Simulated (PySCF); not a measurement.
# SnH2Cl (SMILES [Cl][SnH2]): UMP2/STO-3G

What is the vertical ionisation energy of SnH2Cl at UMP2/STO-3G? The job is set up through a Python script.

The calculation is run with PySCF 2.14.0.

7 further runs of the same task are left out: 1 that didn't finish, 6 set aside as unsound or not needed.

## 1. The structure to begin with

The species is SnH2Cl (4 atoms), meant as a doublet with charge 0. As SMILES, `[Cl][SnH2]`. The coordinates come from a PBE0-D4/def2-TZVP relaxation.

Bond lengths: Cl1–Sn2 2.343 Å, Sn2–H3 1.723 Å, Sn2–H4 1.723 Å. Angles: Cl1–Sn2–H3 105.0°, Cl1–Sn2–H4 105.0°, H3–Sn2–H4 111.9°.

## 2. A single-point energy at UMP2/STO-3G

input.py

```python
# [Cl][SnH2]
from pyscf import gto, scf, mp

mol = gto.M(
    atom='''
Cl    -3.557598     0.752867    -1.105490
Sn     0.718096    -0.339395    -0.750410
H      0.779512    -2.834589     1.340950
H      2.164681     2.307356     0.476400
''',
    basis='sto-3g',
    verbose=3,
    max_memory=1860,
    unit='bohr',
    spin=1,
)

mf = scf.UHF(mol)
mf.conv_tol = 1e-10
mf.kernel()
if not mf.converged:
    mf = mf.newton().run(mf.mo_coeff, mf.mo_occ)

pt = mp.MP2(mf, frozen=23).run()
energy = pt.e_tot
print('E = %.10f Eh' % energy)
```

The run is started by

```console
$ OMP_NUM_THREADS=1 python input.py
```

Log:

```text
converged SCF energy = -6419.07646747158  <S^2> = 0.7516421  2S+1 = 2.0016414
E(UMP2) = -6419.10673240565  E_corr = -0.0302649340627128
E(SCS-UMP2) = -6419.11175815619  E_corr = -0.0352906846048718
E = -6419.1067324056 Eh
```

It took 0.78 s on 1 thread of Arm Neoverse V2, shared host; peak memory 0.12 GiB.

## 3. The singlet cation at the same level

calc.py

```python
from pyscf import gto, scf, mp

mol = gto.M(
    atom='''
Cl      -1.882600       0.398400      -0.585000
Sn       0.380000      -0.179600      -0.397100
H        0.412500      -1.500000       0.709600
H        1.145500       1.221000       0.252100
''',
    basis='sto-3g',
    verbose=4,
    max_memory=1860,
    charge=1,
)

mf = scf.RHF(mol)
mf.conv_tol = 1e-10
mf.kernel()
if not mf.converged:
    mf = mf.newton().run(mf.mo_coeff, mf.mo_occ)

pt = mp.MP2(mf, frozen=23).run()
e_tot = pt.e_tot
print('Final energy', e_tot)
```

The run is started by

```console
$ OMP_NUM_THREADS=1 python calc.py
```

Log:

```text
PySCF version 2.14.0

[INPUT] num. atoms = 4
[INPUT] num. electrons = 68
[INPUT] charge = 1
[INPUT] spin (= nelec alpha-beta = 2S) = 0
[INPUT] symmetry False subgroup None
[INPUT] Mole.unit = angstrom
[INPUT] Symbol           X                Y                Z      unit          X                Y                Z       unit  Magmom
[INPUT]  1 Cl    -1.882600000000   0.398400000000  -0.585000000000 AA   -3.557598402106   0.752866888027  -1.105489782871 Bohr   0.0
[INPUT]  2 Sn     0.380000000000  -0.179600000000  -0.397100000000 AA    0.718095927335  -0.339394811972  -0.750410244065 Bohr   0.0
[INPUT]  3 H      0.412500000000  -1.500000000000   0.709600000000 AA    0.779512026383  -2.834589186848   1.340949657991 Bohr   0.0
[INPUT]  4 H      1.145500000000   1.221000000000   0.252100000000 AA    2.164681275689   2.307355598094   0.476399956003 Bohr   0.0

nuclear repulsion = 228.427548592441
number of shells = 18
number of NR pGTOs = 114
number of NR cGTOs = 38
basis = sto-3g
ecp = {}

******** <class 'pyscf.scf.hf.RHF'> ********
method = RHF
initial guess = minao
damping factor = 0
level_shift factor = 0
DIIS = <class 'pyscf.scf.diis.CDIIS'>
diis_start_cycle = 1
diis_space = 8
diis_damp = 0
SCF conv_tol = 1e-10
SCF conv_tol_grad = None
SCF max_cycles = 50
direct_scf = True
direct_scf_tol = 1e-13
Set gradient conv threshold to 1e-05
Initial guess from minao.
init E= -6401.55695307147
  HOMO = -0.624984540355767  LUMO = -0.406503515130428  gap/eV = 5.94517
cycle= 1 E= -6418.8171553681  delta_E= -17.3  |g|= 0.254  |ddm|= 2.29
  HOMO = -0.539751426640235  LUMO = -0.221246788227118  gap/eV = 8.66695
cycle= 2 E= -6418.84339133543  delta_E= -0.0262  |g|= 0.0353  |ddm|= 0.511
  HOMO = -0.589290990832317  LUMO = -0.214755559978635  gap/eV = 10.19163
cycle= 3 E= -6418.84435972284  delta_E= -0.000968  |g|= 0.0097  |ddm|= 0.0959
  HOMO = -0.585137193618955  LUMO = -0.216659813546063  gap/eV = 10.02678
cycle= 4 E= -6418.84448914644  delta_E= -0.000129  |g|= 0.00366  |ddm|= 0.0373
  HOMO = -0.586742166571723  LUMO = -0.215600864758328  gap/eV = 10.09927
cycle= 5 E= -6418.84451593329  delta_E= -2.68e-05  |g|= 0.00114  |ddm|= 0.0201
  HOMO = -0.58662959481159  LUMO = -0.215703428006666  gap/eV = 10.09342
cycle= 6 E= -6418.84451884078  delta_E= -2.91e-06  |g|= 0.000146  |ddm|= 0.00824
  HOMO = -0.586635842277527  LUMO = -0.215690242820667  gap/eV = 10.09394
cycle= 7 E= -6418.84451888013  delta_E= -3.94e-08  |g|= 3.82e-05  |ddm|= 0.00085
  HOMO = -0.586631234224494  LUMO = -0.215691806452443  gap/eV = 10.09378
cycle= 8 E= -6418.84451888286  delta_E= -2.72e-09  |g|= 1.26e-05  |ddm|= 0.000234
  HOMO = -0.586628986615586  LUMO = -0.215692870435129  gap/eV = 10.09369
cycle= 9 E= -6418.8445188832  delta_E= -3.4e-10  |g|= 1.68e-06  |ddm|= 9.97e-05
  HOMO = -0.586628272822695  LUMO = -0.215692791400805  gap/eV = 10.09367
cycle= 10 E= -6418.8445188832  delta_E= -5.46e-12  |g|= 3.58e-07  |ddm|= 9.89e-06
  HOMO = -0.586628247016124  LUMO = -0.21569281049437  gap/eV = 10.09367
Extra cycle  E= -6418.8445188832  delta_E= 2.73e-12  |g|= 1.59e-07  |ddm|= 1.08e-06
converged SCF energy = -6418.8445188832

******** <class 'pyscf.mp.mp2.RMP2'> ********
nocc = 11, nmo = 15
frozen orbitals 23
E(RMP2) = -6418.88797788942  E_corr = -0.043459006222625
E(SCS-RMP2) = -6418.89376204586  E_corr = -0.0492431626661223
E_corr(same-spin) = -0.00335497477041658
E_corr(oppo-spin) = -0.0401040314522084
Final energy -6418.887977889421
```

Wall time 0.74 s (1 thread of Arm Neoverse V2, shared host); peak memory 0.12 GiB.

## 4. Results

Level: UMP2/STO-3G, 23 core orbitals frozen.

| quantity | value |
| --- | --- |
| doublet SnH2Cl: total energy | -6419.10673 Eh |
| doublet SnH2Cl: dipole moment (Hartree–Fock density) | 4.01 D |
| doublet SnH2Cl: HOMO energy (Hartree–Fock orbitals) (highest over α and β) | -6.63 eV |
| doublet SnH2Cl: LUMO energy (Hartree–Fock orbitals) (lowest over α and β) | 3.84 eV |
| doublet SnH2Cl: correlation energy (23 core orbitals frozen) | -30.3 mEh |
| doublet SnH2Cl: ⟨S²⟩ of the reference determinant | 0.752 |
| singlet cation: total energy | -6418.88798 Eh |
| singlet cation: HOMO energy (Hartree–Fock orbitals) | -15.96 eV |
| singlet cation: LUMO energy (Hartree–Fock orbitals) | -5.87 eV |
| singlet cation: HOMO–LUMO gap (Hartree–Fock orbitals) | 10.09 eV |
| singlet cation: correlation energy (23 core orbitals frozen) | -43.5 mEh |
| vertical ionisation energy (to the singlet cation) | 5.953 eV |

What this shows: The vertical ionisation energy comes to 5.95 eV (574 kJ/mol). Only the singlet of the ionised species was computed; a triplet could lie lower. In a minimal basis such a difference can be off by several eV, whatever the method. Relativity is left out (doublet SnH2Cl) although the molecule holds a heavy atom. Relativity is left out (singlet cation) although the molecule holds a heavy atom.
